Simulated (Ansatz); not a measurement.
# Co (hcp type): the cost of one run

Program: Ansatz 0.2.0. Level of theory: DFT LDA, with the methods named in each step. These are calculated values, not measurements.

## 1. The structure to begin with

The structure is hexagonal, space group P6_3/mmc (No. 194). Conventional cell: a = 2.428 Å, b = 2.428 Å, c = 3.918 Å, α = 90.00°, β = 90.00°, γ = 120.00°. Co (site symmetry -6m2) is surrounded by 12 Co at 2.41 to 2.43 Å.

Structure file:

```xyz
2
Lattice="2.4282 0.0000 0.0000 -1.2141 2.1028 0.0000 0.0000 0.0000 3.9184" Properties=species:S:1:pos:R:3 pbc="T T T"
Co    0.0000    1.4019    0.9796
Co    1.2141    0.7009    2.9388
```

Whether this phase is the stable one at these pressures isn't tested.

Atoms are numbered in the order of the input: Co1, Co2.

## 2. The reference volume, LAPW

Input file input.yaml:

```yaml
crystal:
  lattice:
    - [2.4281594355, 0.0, 0.0]
    - [-1.2140797177, 2.1028477556, 0.0]
    - [0.0, 0.0, 3.9183680118]
  atoms:
    - { symbol: Co, position: [0.3333333333, 0.6666666667, 0.25], spin: 1.7 }
    - { symbol: Co, position: [0.6666666667, 0.3333333333, 0.75], spin: 1.7 }
magnetization:
  spin_polarized: true
kpoints:
  mp_grid: { grid: [18, 18, 10] }
  band_path:
    path:
      - [0.0, 0.0, 0.0]
      - [0.5, 0.0, 0.0]
      - [0.3333333333, 0.3333333333, 0.0]
      - [0.0, 0.0, 0.0]
      - [0.0, 0.0, 0.5]
      - [0.5, 0.0, 0.5]
      - [0.3333333333, 0.3333333333, 0.5]
      - [0.0, 0.0, 0.5]
      - [0.5, 0.0, 0.5]
    npoints: 14
scf:
  occupations: { method: fermi_dirac, width: 0.1 }
hamiltonian:
  xc: lda
  pseudopotentials: { kind: all_electron, lapw: { basis_error: 0.001 } }
output:
  forces: true
  stress: true
  eigenvalues: true
  populations: true
  dos: { projected: true, de: 0.2, e_range: [-14, 8] }
```

Run with:

```bash
> ansatz run input.yaml --threads 1 --pin off --max-ram 3072MiB --backend cpu --events-out ev --progress --plain --runs-dir out
```

What time and memory should one allow on 1 thread of Arm Neoverse V2, shared host?

About 2 min, with a peak of 0.95 GiB.
